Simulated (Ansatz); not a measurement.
# TaN: the cost of one run

Computed with Ansatz 0.2.0 (DFT PBE, scalar-relativistic, plane waves, PAW, unless a step's input says otherwise).

### 1 Starting point

The structure is cubic, space group Fm-3m (No. 225). The conventional cell has a = 4.358 Å, b = 4.358 Å, c = 4.358 Å, α = 90.00°, β = 90.00°, γ = 90.00°. Ta (site symmetry m-3m) is surrounded by 6 N at 2.18 Å. Around N (site symmetry m-3m) lie 6 Ta at 2.18 Å.

Structure file:

```cif
data_structure
_symmetry_space_group_name_H-M 'Fm-3m'
_symmetry_Int_Tables_number 225
_cell_length_a 4.3580
_cell_length_b 4.3580
_cell_length_c 4.3580
_cell_angle_alpha 90.000
_cell_angle_beta 90.000
_cell_angle_gamma 90.000
_cell_volume 82.77
loop_
_atom_site_label
_atom_site_type_symbol
_atom_site_symmetry_multiplicity
_atom_site_Wyckoff_symbol
_atom_site_fract_x
_atom_site_fract_y
_atom_site_fract_z
_atom_site_occupancy
Ta1 Ta 4 b 0.00000 0.00000 0.50000 1
N1 N 4 a 0.00000 0.00000 0.00000 1
```

The runs take a perfect supercell of 54 atoms; the defect goes to fractional position (0.167, 0.167, 0.167).

### 2 The perfect supercell

input.yaml reads:

```yaml
crystal:
  lattice:
    - [0.0, 6.537, 6.537]
    - [6.537, 0.0, 6.537]
    - [6.537, 6.537, 0.0]
  atoms:
    - { symbol: Ta, position: [0.166667, 0.166667, 0.166667] }
    - { symbol: Ta, position: [0.166667, 0.166667, 0.5] }
    - { symbol: Ta, position: [0.166667, 0.166667, 0.833333] }
    - { symbol: Ta, position: [0.166667, 0.5, 0.166667] }
    - { symbol: Ta, position: [0.166667, 0.5, 0.5] }
    - { symbol: Ta, position: [0.166667, 0.5, 0.833333] }
    - { symbol: Ta, position: [0.166667, 0.833333, 0.166667] }
    - { symbol: Ta, position: [0.166667, 0.833333, 0.5] }
    - { symbol: Ta, position: [0.166667, 0.833333, 0.833333] }
    - { symbol: Ta, position: [0.5, 0.166667, 0.166667] }
    - { symbol: Ta, position: [0.5, 0.166667, 0.5] }
    - { symbol: Ta, position: [0.5, 0.166667, 0.833333] }
    - { symbol: Ta, position: [0.5, 0.5, 0.166667] }
    - { symbol: Ta, position: [0.5, 0.5, 0.5] }
    - { symbol: Ta, position: [0.5, 0.5, 0.833333] }
    - { symbol: Ta, position: [0.5, 0.833333, 0.166667] }
    - { symbol: Ta, position: [0.5, 0.833333, 0.5] }
    - { symbol: Ta, position: [0.5, 0.833333, 0.833333] }
    - { symbol: Ta, position: [0.833333, 0.166667, 0.166667] }
    - { symbol: Ta, position: [0.833333, 0.166667, 0.5] }
    - { symbol: Ta, position: [0.833333, 0.166667, 0.833333] }
    - { symbol: Ta, position: [0.833333, 0.5, 0.166667] }
    - { symbol: Ta, position: [0.833333, 0.5, 0.5] }
    - { symbol: Ta, position: [0.833333, 0.5, 0.833333] }
    - { symbol: Ta, position: [0.833333, 0.833333, 0.166667] }
    - { symbol: Ta, position: [0.833333, 0.833333, 0.5] }
    - { symbol: Ta, position: [0.833333, 0.833333, 0.833333] }
    - { symbol: "N", position: [0.0, 0.0, 0.0] }
    - { symbol: "N", position: [0.0, 0.0, 0.333333] }
    - { symbol: "N", position: [0.0, 0.0, 0.666667] }
    - { symbol: "N", position: [0.0, 0.333333, 0.0] }
    - { symbol: "N", position: [0.0, 0.333333, 0.333333] }
    - { symbol: "N", position: [0.0, 0.333333, 0.666667] }
    - { symbol: "N", position: [0.0, 0.666667, 0.0] }
    - { symbol: "N", position: [0.0, 0.666667, 0.333333] }
    - { symbol: "N", position: [0.0, 0.666667, 0.666667] }
    - { symbol: "N", position: [0.333333, 0.0, 0.0] }
    - { symbol: "N", position: [0.333333, 0.0, 0.333333] }
    - { symbol: "N", position: [0.333333, 0.0, 0.666667] }
    - { symbol: "N", position: [0.333333, 0.333333, 0.0] }
    - { symbol: "N", position: [0.333333, 0.333333, 0.333333] }
    - { symbol: "N", position: [0.333333, 0.333333, 0.666667] }
    - { symbol: "N", position: [0.333333, 0.666667, 0.0] }
    - { symbol: "N", position: [0.333333, 0.666667, 0.333333] }
    - { symbol: "N", position: [0.333333, 0.666667, 0.666667] }
    - { symbol: "N", position: [0.666667, 0.0, 0.0] }
    - { symbol: "N", position: [0.666667, 0.0, 0.333333] }
    - { symbol: "N", position: [0.666667, 0.0, 0.666667] }
    - { symbol: "N", position: [0.666667, 0.333333, 0.0] }
    - { symbol: "N", position: [0.666667, 0.333333, 0.333333] }
    - { symbol: "N", position: [0.666667, 0.333333, 0.666667] }
    - { symbol: "N", position: [0.666667, 0.666667, 0.0] }
    - { symbol: "N", position: [0.666667, 0.666667, 0.333333] }
    - { symbol: "N", position: [0.666667, 0.666667, 0.666667] }
basis:
  ecutwfc: 420
  fft_grid_basis: typed
kpoints:
  mp_grid: { grid: [2, 2, 2] }
hamiltonian:
  xc: pbe
  pseudopotentials: { kind: paw }
scf:
  occupations: { method: gaussian, width: 0.05 }
output:
  forces: true
  stress: false
  eigenvalues: true
  bader: false
  write_density: true
  volumetric_format: npy
```

The run is started by

```bash
> ansatz run input.yaml --threads 8 --pin off --max-ram 16384MiB --backend cpu --events-out ev --progress --plain --runs-dir out
```

What time and memory should one allow on 8 threads of Arm Neoverse V1, shared host?

About 4.6 s, with a peak of 2.5 GiB.
